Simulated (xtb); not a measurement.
**CH7NSiSn (SMILES C1[NH][SnH2][SiH2]1): GFN2-xTB**

We compute a structure relaxation of CH7NSiSn. 

The results are computed with xtb 6.7.1.

4 further runs of the same task are left out: 4 set aside as unsound or not needed.

### 1 The structure to begin with

CH7NSiSn has 11 atoms, charge 0, and is taken as a singlet. As SMILES, `C1[NH][SnH2][SiH2]1`. All atoms were displaced at random from a relaxed shape. The run starts from this shape.

Bond lengths: C1–N2 1.444 Å, N2–Sn3 2.060 Å, C1–Si4 2.007 Å, Sn3–Si4 2.685 Å, C1–H5 1.045 Å, C1–H6 1.121 Å, N2–H7 0.984 Å, Sn3–H8 1.697 Å, Sn3–H9 1.602 Å, Si4–H10 1.404 Å, Si4–H11 1.477 Å. Some angles: C1–N2–Sn3 106.3°, N2–C1–Si4 107.6°, N2–Sn3–Si4 71.1°, C1–Si4–Sn3 72.5°, C1–N2–H7 115.1°, Sn3–N2–H7 131.2°, N2–C1–H5 110.7°, N2–C1–H6 115.4°, Si4–C1–H5 111.6°, Si4–C1–H6 107.5°.

### 2 A geometry optimisation at GFN2-xTB

File coord:

```
$coord
     -1.168493251901      1.967809608095     -0.079519675324  c
      1.501878734808      1.704287300016     -0.573512981563  n
      2.294770022178     -2.097255847632     -0.306419091108  sn
     -2.358113641876     -1.252283708267      1.534911147466  si
     -1.512555687412      3.531520181701      1.076992712947  h
     -2.379316368994      2.313478310812     -1.783334543809  h
      2.241082902977      3.037073341192     -1.638203577438  h
      2.915299389721     -3.343775891219     -3.196150486363  h
      5.030356457448     -2.160599467330      0.987419694639  h
     -2.465072140529     -1.340401637458      4.185006372857  h
     -4.427193672990     -2.536673863391      0.170528885486  h
$end
```

On the command line:

```bash
$ xtb coord --opt normal | tee coord.out
```

**Question.** What will come out? Wanted: total energy at the end; dipole moment; HOMO energy; LUMO energy; HOMO–LUMO gap; dispersion energy; mean polarisability.

Computed results:

At GFN2-xTB:

| quantity | value |
| --- | --- |
| total energy at the end | -12.40632 Eh |
| dipole moment | 4.38 D |
| HOMO energy | -9.01 eV |
| LUMO energy | -7.13 eV |
| HOMO–LUMO gap | 1.89 eV |
| dispersion energy | -19.47 kJ/mol |
| mean polarisability (D4 model) | 87.3 bohr³ |

In words: At the final geometry: Bond lengths: C1–N2 1.453 Å, N2–Sn3 2.054 Å, C1–Si4 1.906 Å, Sn3–Si4 2.572 Å, C1–H5 1.097 Å, C1–H6 1.100 Å, N2–H7 1.007 Å, Sn3–H8 1.749 Å, Sn3–H9 1.723 Å, Si4–H10 1.459 Å, Si4–H11 1.461 Å. Some angles: C1–N2–Sn3 107.5°, N2–C1–Si4 103.5°, N2–Sn3–Si4 69.0°, C1–Si4–Sn3 77.5°, C1–N2–H7 113.2°, Sn3–N2–H7 133.0°, N2–C1–H5 110.6°, N2–C1–H6 113.1°, Si4–C1–H5 112.4°, Si4–C1–H6 110.9°. The optimisation took 8 steps and changed the energy by -0.346 eV. Mulliken charges run from -0.39 on N2 to +0.48 on Si4.
